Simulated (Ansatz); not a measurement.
# Y2CF2: properties at the relaxed cell

The task, for Y2CF2: relax it again with other functionals.

Program: Ansatz 0.2.0. Level of theory: DFT PBE, scalar-relativistic, plane waves, PAW. These are calculated values, not measurements.

**1. The system as given**

The structure is trigonal, space group P-3m1 (No. 164). The conventional cell has a = 3.659 Å, b = 3.659 Å, c = 6.475 Å, α = 90.00°, β = 90.00°, γ = 120.00°. Y (site symmetry 3m) is surrounded by 4 F at 2.39 to 2.65 Å and 3 C at 2.51 Å. Around C (site symmetry -3m) lie 6 Y at 2.51 Å. F (site symmetry 3m) is surrounded by 4 Y at 2.39 to 2.65 Å.

Coordinates:

```xyz
5
Lattice="3.6592 0.0000 0.0000 -1.8296 3.1690 0.0000 0.0000 0.0000 6.4746" Properties=species:S:1:pos:R:3 pbc="T T T"
Y     0.0000    2.1127    1.3576
Y     1.8296    1.0563    5.1171
C     0.0000    0.0000    0.0000
F     0.0000    2.1127    4.0028
F     1.8296    1.0563    2.4719
```

It is the result of an earlier relaxation at this level (volume 15.02 Å³/atom; gap on the mesh: 1.18 eV).

**2. Relaxing with PBEsol**

The input, input.yaml:

```yaml
crystal:
  lattice:
    - [3.6592257262, 0.0, 0.0]
    - [-1.8296128631, 3.1689824371, 0.0]
    - [0.0, 0.0, 6.4746274084]
  atoms:
    - { symbol: "Y", position: [0.3333333333, 0.6666666667, 0.2096756881] }
    - { symbol: "Y", position: [0.6666666667, 0.3333333333, 0.7903243119] }
    - { symbol: C, position: [0.0, 0.0, 0.0] }
    - { symbol: F, position: [0.3333333333, 0.6666666667, 0.6182228897] }
    - { symbol: F, position: [0.6666666667, 0.3333333333, 0.3817771103] }
basis:
  ecutwfc: 420
kpoints:
  mp_grid: { grid: [9, 9, 4] }
hamiltonian:
  xc: pbesol
scf:
  occupations: { method: gaussian, width: 0.02 }
output:
  forces: true
  stress: true
  eigenvalues: true
relax:
  adjacent_minimum: "off"
  f_tol: 0.005
  max_steps: 50
  cell: { stress_tol: 0.05 }
```

On the command line:

```sh
$ ansatz run input.yaml --threads 2 --pin off --max-ram 5120MiB --backend cpu --events-out ev --progress --plain --runs-dir out
```

**3. Relaxing with PBE+D3(BJ)**

input.yaml, as its differences from that of step 2:

```diff
@@ -16,3 +16,4 @@
 hamiltonian:
-  xc: pbesol
+  xc: pbe
+  dispersion: d3bj
 scf:
```

**4. Relaxing with LDA**

input.yaml, as its differences from that of step 3:

```diff
@@ -16,4 +16,3 @@
 hamiltonian:
-  xc: pbe
-  dispersion: d3bj
+  xc: lda
 scf:
```

**5. The cell under r2SCAN**

input.yaml, as its differences from that of step 4:

```diff
@@ -12,3 +12,3 @@
 basis:
-  ecutwfc: 420
+  ecutwfc: 500
 kpoints:
@@ -16,3 +16,3 @@
 hamiltonian:
-  xc: lda
+  xc: r2scan
 scf:
```

(Steps that only read results are left out.)

What does the calculation give?

As calculated:

The volumes rise in the order LDA, PBEsol, PBE+D3(BJ), r2SCAN, PBE, over 7.7 %.
